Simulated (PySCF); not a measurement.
# One shape, several levels: C3H10BS− (SMILES [BH3-]SCCC)

Aim: a comparison of 6 runs (HF/3-21G, HF/def2-SVP, M06-2X/6-31G*, M06-2X/6-31+G*, PBE0/cc-pVDZ, PBE0/def2-SVP) of C3H10BS−. The job is set up through a Python script.

The calculation is run with PySCF 2.14.0.

### 1 The system as given

C3H10BS− has 15 atoms, charge -1, and is taken as a singlet. SMILES: `[BH3-]SCCC`. The coordinates come from a GFN2-xTB relaxation. This is one conformer, not always the lowest.

Bond lengths: B1–S2 1.951 Å, S2–C3 1.824 Å, C3–C4 1.524 Å, C4–C5 1.522 Å, B1–H6 1.212 Å, B1–H7 1.203 Å, B1–H8 1.212 Å, C3–H9 1.093 Å, C3–H10 1.094 Å, C4–H11 1.098 Å, C4–H12 1.092 Å, C5–H13 1.087 Å, C5–H14 1.090 Å, C5–H15 1.090 Å. Some angles: B1–S2–C3 99.5°, S2–C3–C4 112.7°, C3–C4–C5 111.4°, S2–B1–H6 106.6°, S2–B1–H7 106.4°, S2–B1–H8 108.1°, S2–C3–H9 107.1°, S2–C3–H10 107.3°, C4–C3–H9 110.1°, C4–C3–H10 110.4°.

### 2 Energy and gradient at HF/3-21G (run 1)

The input, calc.py:

```python
import pyscf.grad
from pyscf import gto

mol = gto.M(
    atom='''
B     -1.687030     0.867780     1.578780
S     -0.975330     1.363560    -0.169260
C     -0.599770    -0.297540    -0.823280
C      0.724100    -0.848250    -0.306190
C      1.904420    -0.041300    -0.828900
H     -2.607990     0.106750     1.375570
H     -2.051030     1.889590     2.098740
H     -0.798520     0.337200     2.209390
H     -1.421740    -0.953030    -0.525310
H     -0.580810    -0.220110    -1.914220
H      0.825330    -1.901350    -0.600690
H      0.704490    -0.800810     0.784640
H      1.729840     1.008320    -0.605480
H      2.838030    -0.358760    -0.364470
H      1.996010    -0.152050    -1.909330
''',
    verbose=3,
    max_memory=1860,
    basis='3-21g',
    charge=-1,
)

mf = mol.RHF()
mf.conv_tol = 1e-10
mf.kernel()
if not mf.converged:
    mf = mf.newton().run(mf.mo_coeff, mf.mo_occ)

energy = mf.e_tot
print(f'total energy: {energy:.8f} hartree')
grad = mf.Gradients().kernel()
mf.analyze()
```

Started as:

```bash
OMP_NUM_THREADS=1 python calc.py
```

The log of the run:

```text
converged SCF energy = -538.889981499236
[... 18 lines left out ...]
MO #9   energy= -6.3323897187659   occ= 2
[... 11 lines left out ...]
MO #21  energy= -0.272080531470507 occ= 2
[... 11 lines left out ...]
MO #33  energy= 0.516551996188146  occ= 0
[... 11 lines left out ...]
MO #45  energy= 0.992433314949556  occ= 0
[... 11 lines left out ...]
MO #57  energy= 1.4962919570995    occ= 0
[... 11 lines left out ...]
MO #69  energy= 2.62366694415162   occ= 0
[... 17 lines left out ...]
WARN: System has nonzero charge -1; the dipole moment is origin-dependent.
Location of origin: [0. 0. 0.]

Dipole moment(X, Y, Z, Debye):  6.06160, -5.27468, -3.79235
```

It took 9 s on 1 thread of Intel Xeon at 2.50GHz (Skylake/Cascade Lake), shared host; peak memory 0.14 GiB.

### 3 Energy and gradient at HF/def2-SVP (run 2)

The input, run.py:

```python
# [BH3-]SCCC
import pyscf.grad
from pyscf import gto, scf

mol = gto.M(
    atom='''
B     -3.188025     1.639867     2.983462
S     -1.843107     2.576755    -0.319855
C     -1.133401    -0.562269    -1.555774
C      1.368351    -1.602960    -0.578615
C      3.598832    -0.078046    -1.566394
H     -4.928387     0.201728     2.599451
H     -3.875885     3.570808     3.966044
H     -1.508984     0.637216     4.175142
H     -2.686699    -1.800966    -0.992692
H     -1.097572    -0.415948    -3.617352
H      1.559648    -3.593031    -1.135140
H      1.331293    -1.513312     1.482755
H      3.268924     1.905449    -1.144191
H      5.363099    -0.677958    -0.688748
H      3.771912    -0.287333    -3.608111
''',
    max_memory=1860,
    basis='def2-svp',
    charge=-1,
    verbose=4,
    unit='bohr',
)

mf = scf.RHF(mol)
mf.conv_tol = 1e-10
mf.kernel()
if not mf.converged:
    mf = mf.newton().run(mf.mo_coeff, mf.mo_occ)

energy = mf.e_tot
print('E(%s) = %.9f' % ('HF', energy))
grad = mf.Gradients().kernel()
dip = mf.dip_moment()
pop, q = mf.mulliken_pop()
```

Started as:

```bash
OMP_NUM_THREADS=1 python run.py
```

The log of the run:

```text
PySCF version 2.14.0

[... 71 lines left out ...]
converged SCF energy = -541.423287783778
[... 13 lines left out ...]
WARN: System has nonzero charge -1; the dipole moment is origin-dependent.
[... 2 lines left out ...]
Dipole moment(X, Y, Z, Debye):  6.02705, -4.82528, -4.20889
[... 140 lines left out ...]
charge of   14H =     -0.01625
```

Run time: 53 s. Hardware: 1 thread of Intel Xeon at 2.50GHz (Skylake/Cascade Lake), shared host; peak memory 0.34 GiB.

### 4 Energy and forces at M06-2X/6-31G(d) (spherical functions) (run 3)

The input, calc.py:

```python
# [BH3-]SCCC
import pyscf.grad
from pyscf import gto, dft

molecule = gto.M(
    atom='''
B       -1.687030       0.867780       1.578780
S       -0.975330       1.363560      -0.169260
C       -0.599770      -0.297540      -0.823280
C        0.724100      -0.848250      -0.306190
C        1.904420      -0.041300      -0.828900
H       -2.607990       0.106750       1.375570
H       -2.051030       1.889590       2.098740
H       -0.798520       0.337200       2.209390
H       -1.421740      -0.953030      -0.525310
H       -0.580810      -0.220110      -1.914220
H        0.825330      -1.901350      -0.600690
H        0.704490      -0.800810       0.784640
H        1.729840       1.008320      -0.605480
H        2.838030      -0.358760      -0.364470
H        1.996010      -0.152050      -1.909330
''',
    basis='6-31g*',
    verbose=3,
    max_memory=1860,
    charge=-1,
)

mf = dft.RKS(molecule, xc='m06-2x')
mf.conv_tol = 1e-10
mf.grids.level = 5
mf.kernel()
if not mf.converged:
    mf = mf.newton().run(mf.mo_coeff, mf.mo_occ)

energy = mf.e_tot
print(f'total energy: {energy:.8f} hartree')
grad = mf.Gradients().kernel()
mf.analyze()
```

Started as:

```bash
OMP_NUM_THREADS=1 python calc.py
```

The log of the run:

```text
converged SCF energy = -543.296727705364
[... 23 lines left out ...]
MO #14  energy= -0.375279995052421 occ= 2
[... 15 lines left out ...]
MO #30  energy= 0.333090295597346  occ= 0
[... 15 lines left out ...]
MO #46  energy= 0.716003128138057  occ= 0
[... 15 lines left out ...]
MO #62  energy= 1.15211088186255   occ= 0
[... 15 lines left out ...]
MO #78  energy= 1.81853646546101   occ= 0
[... 15 lines left out ...]
MO #94  energy= 2.86630841292772   occ= 0
[... 17 lines left out ...]
WARN: System has nonzero charge -1; the dipole moment is origin-dependent.
Location of origin: [0. 0. 0.]

Dipole moment(X, Y, Z, Debye):  5.88867, -4.98671, -3.80296
```

Run time: 2.6 min. Hardware: 1 thread of Intel Xeon at 2.50GHz (Skylake/Cascade Lake), shared host; peak memory 0.97 GiB.

Runs 4 to 5 aren't shown in full; the table further down has their settings and results.

### 5 Energy and forces at PBE0/def2-SVP (run 6)

The input, run.py:

```python
from pyscf import gto, dft

mol = gto.M(
    atom='''
B       -1.687030       0.867780       1.578780
S       -0.975330       1.363560      -0.169260
C       -0.599770      -0.297540      -0.823280
C        0.724100      -0.848250      -0.306190
C        1.904420      -0.041300      -0.828900
H       -2.607990       0.106750       1.375570
H       -2.051030       1.889590       2.098740
H       -0.798520       0.337200       2.209390
H       -1.421740      -0.953030      -0.525310
H       -0.580810      -0.220110      -1.914220
H        0.825330      -1.901350      -0.600690
H        0.704490      -0.800810       0.784640
H        1.729840       1.008320      -0.605480
H        2.838030      -0.358760      -0.364470
H        1.996010      -0.152050      -1.909330
''',
    max_memory=1860,
    verbose=3,
    charge=-1,
    basis='def2-svp',
    spin=0,
)

mf = dft.RKS(mol)
mf.xc = 'pbe0'
mf.grids.level = 5
mf.conv_tol = 1e-10
mf.kernel()
if not mf.converged:
    mf = mf.newton().run(mf.mo_coeff, mf.mo_occ)

e_final = mf.e_tot
print('Final energy', e_final)
grad = mf.nuc_grad_method().kernel()
mf.analyze()
```

Started as:

```bash
OMP_NUM_THREADS=1 python run.py
```

The log of the run:

```text
converged SCF energy = -542.867596557269
[... 28 lines left out ...]
MO #19  energy= -0.210543827892256 occ= 2
[... 20 lines left out ...]
MO #40  energy= 0.491434771656462  occ= 0
[... 20 lines left out ...]
MO #61  energy= 0.892831662226919  occ= 0
[... 20 lines left out ...]
MO #82  energy= 1.66800056640083   occ= 0
[... 20 lines left out ...]
MO #103 energy= 2.2523164126628    occ= 0
[... 20 lines left out ...]
MO #124 energy= 3.25080630151713   occ= 0
[... 17 lines left out ...]
WARN: System has nonzero charge -1; the dipole moment is origin-dependent.
Location of origin: [0. 0. 0.]

Dipole moment(X, Y, Z, Debye):  5.83049, -4.64673, -4.14807
```

Wall time 2.4 min (1 thread of Intel Xeon at 2.50GHz (Skylake/Cascade Lake), shared host); peak memory 1.3 GiB.

### 6 Overview of the runs

```csv
run,level,integration grid,energy (Eh),HOMO energy (eV),LUMO energy (eV),HOMO–LUMO gap (eV),wall time
1,HF/3-21G,–,-538.889981,-3.26,10.95,14.21,9 s
2,HF/def2-SVP,–,-541.423288,-3.26,8.43,11.69,53 s
3,M06-2X/6-31G* (spherical functions),5,-543.296728,-1.56,7.51,9.07,2.6 min
4,M06-2X/6-31+G* (spherical functions),5,-543.310151,-1.96,3.62,5.58,3.7 min
5,PBE0/cc-pVDZ,5,-543.102171,-0.50,5.69,6.18,2.7 min
6,PBE0/def2-SVP,5,-542.867597,-0.47,5.58,6.05,2.4 min
```

### 7 Results

| quantity | value |
| --- | --- |
| run 6: total energy | -542.86760 Eh |
| run 6: HOMO energy | -0.47 eV |
| run 6: LUMO energy | 5.58 eV |
| run 6: HOMO–LUMO gap (to an unbound level, set by the basis) | 6.05 eV |
| run 6: largest force on an atom | 0.733 eV/Å |

**Reading.** The HOMO–LUMO gap runs from 5.58 eV (M06-2X/6-31+G*) to 14.21 eV (HF/3-21G). The two ends differ in method and basis. The empty levels of an anion lie above zero and hang on the basis. Totals of different functionals can't be ranked against each other. All runs together took 12 min, the longest 3.7 min.
